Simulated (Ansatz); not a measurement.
# Zr12H: the cost of one run

Method: DFT PBE, plane waves, PAW, scalar-relativistic, no spin polarisation, in Ansatz 0.2.0.

## 1. The system as given

The cell holds 13 atoms (HZr12): a = 6.460 Å, b = 9.690 Å, c = 5.145 Å, α = 90.00°, β = 90.00°, γ = 120.00°.

Coordinates:

```xyz
13
Lattice="6.4600 0.0000 0.0000 -4.8450 8.3918 0.0000 0.0000 0.0000 5.1454" Properties=species:S:1:pos:R:3 pbc="T T T"
Zr    0.0000    0.0000    0.0000
Zr    0.0000    1.8648    2.5727
Zr   -1.6150    2.7973    0.0000
Zr   -1.6150    4.6621    2.5727
Zr   -3.2300    5.5945    0.0000
Zr   -3.2300    7.4594    2.5727
Zr    3.2300    0.0000    0.0000
Zr    3.2300    1.8648    2.5727
Zr    1.6150    2.7973    0.0000
Zr    1.6150    4.6621    2.5727
Zr    0.0000    5.5945    0.0000
Zr    0.0000    7.4594    2.5727
H     4.8259    0.9227    3.9181
```

## 2. End point A

input.yaml

```yaml
crystal:
  lattice:
    - [6.46, 0.0, 0.0]
    - [-4.845, 8.391786, 0.0]
    - [0.0, 0.0, 5.14539]
  atoms:
    - { symbol: Zr, position: [0.0, 0.0, 0.0] }
    - { symbol: Zr, position: [0.1666667, 0.2222222, 0.5] }
    - { symbol: Zr, position: [0.0, 0.3333333, 0.0] }
    - { symbol: Zr, position: [0.1666667, 0.5555556, 0.5] }
    - { symbol: Zr, position: [0.0, 0.6666667, 0.0] }
    - { symbol: Zr, position: [0.1666667, 0.8888889, 0.5] }
    - { symbol: Zr, position: [0.5, 0.0, 0.0] }
    - { symbol: Zr, position: [0.6666667, 0.2222222, 0.5] }
    - { symbol: Zr, position: [0.5, 0.3333333, 0.0] }
    - { symbol: Zr, position: [0.6666667, 0.5555556, 0.5] }
    - { symbol: Zr, position: [0.5, 0.6666667, 0.0] }
    - { symbol: Zr, position: [0.6666667, 0.8888889, 0.5] }
    - { symbol: H, position: [0.8295023, 0.1099538, 0.7614839] }
basis:
  ecutwfc: 420.0
kpoints:
  mp_grid: { grid: [3, 2, 3] }
hamiltonian:
  xc: pbe
scf:
  occupations: { method: gaussian, width: 0.1 }
  lower_state_search: "off"
relax:
  f_tol: 0.03
  max_steps: 60
  adjacent_minimum: "off"
output:
  write_density: true
  write_potential: true
  elf: true
  volumetric_format: npy
```

Command:

```bash
$ ansatz run input.yaml --threads 4 --pin off --max-ram 10240MiB --backend cpu --events-out ev --progress --plain --runs-dir out
```

**Question.** How long does this run take on 4 threads of AMD EPYC 7R13 (Zen 3), shared host, and how much memory does it need?

About 38 s, with a peak of 1 GiB.
